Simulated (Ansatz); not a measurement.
**CH5BOS: short molecular-dynamics run from a Python script**

How does CH5BOS move over a short run? Wanted for CH5BOS: a short molecular-dynamics run. SMILES: CB(O)S.

Program: Ansatz 0.2.0, driven from Python. Level of theory: B3LYP/def2-SVP. These are calculated values, not measurements.

## Step 1: Starting point

Bond lengths: C1–B2 1.585 Å, B2–O3 1.330 Å, B2–S4 1.831 Å, C1–H5 1.089 Å, C1–H6 1.089 Å, C1–H7 1.086 Å, O3–H8 0.958 Å, S4–H9 1.323 Å. Angles: C1–B2–O3 119.8°, C1–B2–S4 120.3°, O3–B2–S4 119.9°, B2–C1–H5 111.3°, B2–C1–H6 111.8°, B2–C1–H7 111.2°, H5–C1–H6 106.8°, H5–C1–H7 107.6°, H6–C1–H7 107.9°, B2–O3–H8 119.3°, B2–S4–H9 97.7°.

The script holds or builds the structure itself.

## Step 2: The script

Contents of md.py:

```python
import ansatz as az
import numpy as np

GEOMETRY = '''
C     0.21769    0.85792   -0.66519
B     0.09693   -0.49814    0.14741
O     0.86358   -1.53507   -0.17889
S    -1.09697   -0.64569    1.52724
H    -0.71163    1.09499   -1.18059
H     0.44027    1.70143   -0.01405
H     1.00293    0.79831   -1.41305
H     0.78221   -2.35242    0.31396
H    -1.59501    0.57867    1.46317
'''

mol = az.Crystal.molecule()
for line in GEOMETRY.strip().splitlines():
    symbol, *xyz = line.split()
    mol = mol.atom(symbol, [float(v) for v in xyz])

calc = mol.calculation()
calc = calc.basis(gaussian='def2-SVP')
calc = calc.functional('B3LYP')
symbols = [site.symbol for site in mol.cartesian_sites]
start = np.array([site.position_ang for site in mol.cartesian_sites], dtype=float)
summary = calc.relax(force_tolerance=0.02).run(threads=1, backend='cpu').report
end = np.array(summary['positions_ang'])
minimum = az.Crystal.molecule()
for symbol, place in zip(symbols, end):
    minimum = minimum.atom(symbol, place.tolist())

calc = minimum.calculation()
calc = calc.basis(gaussian='def2-SVP').functional('B3LYP')
calc = calc.md('nvt_nose_hoover', timestep=0.5, steps=40, temperature=800, initial_velocities='maxwell_boltzmann', seed=78, thermostat_time=10)
frames = []
out = calc.session().plan().execute(on_event=lambda e: frames.append(e['data']) if e['event'] == 'md_step' else None)
print('t (fs)   E_pot (eV)      E_kin (eV)   T (K)   d(0-1) (A)')
for f in frames[::2]:
    xyz = np.array(f['positions_ang'])
    print(f'{f["time_fs"]:6.2f} {f["lagrangian_ev"]:14.5f} {f["e_kin_ev"]:10.5f} {f["temperature_k"]:8.1f} {np.linalg.norm(xyz[0] - xyz[1]):9.4f}')
kept = np.array([f['conserved_ev'] for f in frames])
print(f'conserved energy moves by at most {1000 * np.ptp(kept):.3f} meV')
```

## Step 3: The input behind the calls

The package turns the script's settings into the engine's input (first run):

```yaml
crystal:
  periodic: [false, false, false]
  atoms:
    - { symbol: C, position_ang: [0.21769, 0.85792, -0.66519] }
    - { symbol: B, position_ang: [0.09693, -0.49814, 0.14741] }
    - { symbol: O, position_ang: [0.86358, -1.53507, -0.17889] }
    - { symbol: S, position_ang: [-1.09697, -0.64569, 1.52724] }
    - { symbol: H, position_ang: [-0.71163, 1.09499, -1.18059] }
    - { symbol: H, position_ang: [0.44027, 1.70143, -0.01405] }
    - { symbol: H, position_ang: [1.00293, 0.79831, -1.41305] }
    - { symbol: H, position_ang: [0.78221, -2.35242, 0.31396] }
    - { symbol: H, position_ang: [-1.59501, 0.57867, 1.46317] }
basis:
  gaussian:
    orbitals: def2-SVP
hamiltonian:
  xc: b3lyp
relax:
  f_tol: 0.02
```

## Step 4: The run

On the command line:

```console
$ python md.py
```

Output:

```text
t (fs)   E_pot (eV)      E_kin (eV)   T (K)   d(0-1) (A)
  0.00   -14674.21388    0.72386    800.0    1.5752
  1.00   -14674.14826    0.65968    729.1    1.5691
  2.00   -14674.02490    0.53950    596.3    1.5632
  3.00   -14673.95727    0.47565    525.7    1.5577
  4.00   -14673.95944    0.48291    533.7    1.5529
  5.00   -14673.93521    0.46765    516.8    1.5491
  6.00   -14673.81148    0.35830    396.0    1.5468
  7.00   -14673.68990    0.25164    278.1    1.5461
  8.00   -14673.68897    0.26331    291.0    1.5473
  9.00   -14673.71346    0.30823    340.7    1.5503
 10.00   -14673.68309    0.30661    338.9    1.5549
 11.00   -14673.63470    0.28941    319.9    1.5607
 12.00   -14673.61739    0.30476    336.8    1.5670
 13.00   -14673.64307    0.36661    405.2    1.5732
 14.00   -14673.65680    0.42061    464.9    1.5786
 15.00   -14673.61873    0.42362    468.2    1.5828
 16.00   -14673.64488    0.48373    534.6    1.5858
 17.00   -14673.70686    0.57711    637.8    1.5874
 18.00   -14673.65953    0.56215    621.3    1.5878
 19.00   -14673.57945    0.50884    562.4    1.5869
 20.00   -14673.59741    0.54923    607.0    1.5847
conserved energy moves by at most 6.117 meV
```

Wall time 2.1 min (1 thread of Arm Neoverse V2, shared host); peak memory 0.24 GiB.

## Step 5: Inputs of later runs

The engine's inputs for the other runs:

Run 2, against run 1:

```diff
@@ -4,9 +4,9 @@
-    - { symbol: C, position_ang: [0.21769, 0.85792, -0.66519] }
-    - { symbol: B, position_ang: [0.09693, -0.49814, 0.14741] }
-    - { symbol: O, position_ang: [0.86358, -1.53507, -0.17889] }
-    - { symbol: S, position_ang: [-1.09697, -0.64569, 1.52724] }
-    - { symbol: H, position_ang: [-0.71163, 1.09499, -1.18059] }
-    - { symbol: H, position_ang: [0.44027, 1.70143, -0.01405] }
-    - { symbol: H, position_ang: [1.00293, 0.79831, -1.41305] }
-    - { symbol: H, position_ang: [0.78221, -2.35242, 0.31396] }
-    - { symbol: H, position_ang: [-1.59501, 0.57867, 1.46317] }
+    - { symbol: C, position_ang: [0.22797363594185444, 0.8597730026621152, -0.6758699091682489] }
+    - { symbol: B, position_ang: [0.0931459459079805, -0.4791276161651949, 0.14298468932778918] }
+    - { symbol: O, position_ang: [0.8803643944272385, -1.535816395269511, -0.19296685178897022] }
+    - { symbol: S, position_ang: [-1.0941948050769184, -0.6809261147080313, 1.5372194109521211] }
+    - { symbol: H, position_ang: [-0.717881680913128, 1.10352147104679, -1.1901964411700432] }
+    - { symbol: H, position_ang: [0.45449728696678793, 1.7149837698295827, -0.016666395873668333] }
+    - { symbol: H, position_ang: [1.0219136927172685, 0.7873406656852769, -1.4350049049620892] }
+    - { symbol: H, position_ang: [0.7531603677337552, -2.3326068663907225, 0.33811383723465466] }
+    - { symbol: H, position_ang: [-1.6189788377048389, 0.5628580833096947, 1.4923965654484548] }
@@ -18,2 +18,9 @@
-relax:
-  f_tol: 0.02
+md:
+  timestep: 0.5
+  n_steps: 40
+  ensemble: nvt_nose_hoover
+  temperature: 800.0
+  nose_hoover:
+    tau: 10.0
+  initial_velocities: maxwell_boltzmann
+  seed: 78
```

## Step 6: The engine's runs

From the records of these 2 runs:

| run | kind of run | energy from run 1 (eV) | SCF cycles in all | CPU time (s) |
| --- | --- | --- | --- | --- |
| 1 | relaxation | 0.0000 | 65 | 20 |
| 2 | dynamics | 0.6165 | 344 | 110 |

## Step 7: The relaxation of run 1, step by step

The steps of the relaxation:

| step | E - E(step 1) (eV) | largest force component (eV/Å) |
| --- | --- | --- |
| 1 | 0.0000 | 1.1924 |
| 2 | -0.0418 | 0.4646 |
| 3 | -0.0512 | 0.0828 |
| 4 | -0.0516 | 0.0964 |
| 5 | -0.0528 | 0.0371 |
| 6 | -0.0529 | 0.0083 |

Step 1 is the start.

Before: Bond lengths: C1–B2 1.585 Å, B2–O3 1.330 Å, B2–S4 1.831 Å, C1–H5 1.089 Å, C1–H6 1.089 Å, C1–H7 1.086 Å, O3–H8 0.958 Å, S4–H9 1.323 Å. Angles: C1–B2–O3 119.8°, C1–B2–S4 120.3°, O3–B2–S4 119.9°, B2–C1–H5 111.3°, B2–C1–H6 111.8°, B2–C1–H7 111.2°, H5–C1–H6 106.8°, H5–C1–H7 107.6°, H6–C1–H7 107.9°, B2–O3–H8 119.3°, B2–S4–H9 97.7°.

After: Bond lengths: C1–B2 1.575 Å, B2–O3 1.360 Å, B2–S4 1.842 Å, C1–H5 1.104 Å, C1–H6 1.103 Å, C1–H7 1.101 Å, O3–H8 0.966 Å, S4–H9 1.351 Å. Angles: C1–B2–O3 118.8°, C1–B2–S4 122.8°, O3–B2–S4 118.4°, B2–C1–H5 110.9°, B2–C1–H6 111.5°, B2–C1–H7 111.4°, H5–C1–H6 106.4°, H5–C1–H7 108.1°, H6–C1–H7 108.4°, B2–O3–H8 115.4°, B2–S4–H9 97.1°.

## Step 8: Frames and traces

One row in 2:

```csv
time (fs),T (K),change of potential energy (meV/atom),change of conserved energy (meV/atom),mean square move (Å²)
0.0,800,0.0,0.00,0.0000
1.0,729,7.3,0.15,0.0012
2.0,596,21.0,0.36,0.0045
3.0,526,28.5,0.39,0.0090
4.0,534,28.3,0.21,0.0142
5.0,517,31.0,0.05,0.0202
6.0,396,44.7,0.26,0.0269
7.0,278,58.2,0.52,0.0337
8.0,291,58.3,0.30,0.0399
9.0,341,55.6,0.18,0.0455
10.0,339,59.0,0.29,0.0502
11.0,320,64.4,0.39,0.0540
12.0,337,66.3,0.42,0.0564
13.0,405,63.4,0.32,0.0576
14.0,465,61.9,0.22,0.0581
15.0,468,66.1,0.51,0.0581
16.0,535,63.2,0.46,0.0576
17.0,638,56.3,0.17,0.0566
18.0,621,61.6,0.38,0.0555
19.0,562,70.5,0.64,0.0545
20.0,607,68.5,0.65,0.0532
```

Positions (Å) and forces (eV/Å) at 20.0 fs:

```xyz
9

C     0.253    0.814   -0.687    0.924   -0.521   -1.600
B    -0.006   -0.557    0.063   -0.485    2.543    0.698
O     0.913   -1.455   -0.218    1.110   -4.425    2.378
S    -1.116   -0.679    1.563   -0.110    0.212   -0.127
H    -0.585    1.292   -1.245    0.430    0.022    0.464
H     0.707    1.447    0.069   -0.349    0.831    0.589
H     1.179    0.693   -1.373   -1.532   -0.080    0.451
H     0.980   -2.207    0.522   -0.240    2.126   -2.442
H    -1.446    0.650    1.756    0.252   -0.709   -0.411
```

## Step 9: What came out

| quantity | value |
| --- | --- |
| runs compared | 2 |
| moves of the relaxation of run 1 | 5 |
| energy gained in run 1 | 0.053 eV |
| last largest force component of run 1 | 0.0083 eV/Å |
| length of the run | 40 steps, 20 fs |
| mean temperature, second half | 481 K |
| farthest move | 0.45 Å |
| largest change of the conserved energy | 0.68 meV/atom |

What this shows: The dearest, run 2 (dynamics), took some 5.5 times as long as run 1 (relaxation). Run 1: After 5 moves the largest shift is 0.043 Å. The temperature swings between 270 and 800 K, with a mean of 481 K in the second half; from a start near a minimum about half of the kinetic energy passes into potential energy. The conserved energy stays within 0.68 meV/atom, so the time step holds. 20 fs show the first vibrations only, not equilibrium. What to keep in mind:
- The trajectory is only some femtoseconds long, and gives no averages; where the script doesn't relax first, it starts from a rough generated geometry.
- b3lyp holds the VWN-RPA fit, as in Gaussian; the form of ORCA and Turbomole is b3lyp5.
- The temperature counts the internal degrees of freedom alone.
